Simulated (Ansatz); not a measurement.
**Mo2S4, 6 atoms: time against threads**

Aim: measure how long a single point at HSE06 takes on Mo2S4, and how the time changes with the share of the machine.

Program: Ansatz 0.2.0 (single point, HSE06, plane waves PAW). Host: Intel Xeon 6975P-C (Granite Rapids), 96 cores, 190 hardware threads, 362 GiB; it was booked for these runs alone, one at a time. Each run is timed once from launch to exit, start-up included.

## (1) The job

The cell holds 6 atoms in 118 Å³, with the atoms displaced at random so that no symmetry is left.

## (2) Baseline

The input, input.yaml:

```yaml
crystal:
  lattice:
    - [3.192238, 0.000000, 0.000000]
    - [-1.596119, 2.764559, 0.000000]
    - [0.000000, 0.000000, 13.378294]
  atoms:
    - { symbol: Mo, position: [0.673930, 0.333061, 0.248782] }
    - { symbol: Mo, position: [0.333133, 0.660256, 0.751719] }
    - { symbol: S, position: [0.680388, 0.356665, 0.629920] }
    - { symbol: S, position: [0.323323, 0.675138, 0.376292] }
    - { symbol: S, position: [0.643588, 0.344193, 0.871382] }
    - { symbol: S, position: [0.325890, 0.677718, 0.131685] }
kpoints:
  mp_grid: { grid: [6, 6, 2] }
hamiltonian:
  xc: hse06
scf:
  occupations: { method: fixed }
  n_extra_bands: 8
output: { forces: true }
```

The run is started by

```bash
$ ansatz run input.yaml --backend cpu --events-out ev --progress --plain --runs-dir out
```

## (3) On 32 threads

input.yaml is that of step 2.

(Steps that only read results are left out.)

**Question.** How long do these runs take on this host, and what pays? Wanted: reference; fastest over threads; speed-up from 32 to 96 threads.

**Answer**, as computed:

| quantity | value |
| --- | --- |
| reference | 4.5 s on 96 threads |
| fastest over threads | 4.5 s on 96 |
| speed-up from 32 to 96 threads | 1.4 (46 % efficient) |

What this shows: Going from 32 to 96 threads cuts the time by a factor of 1.4, 46 % of the ideal. The figures hold for this build, input and host.
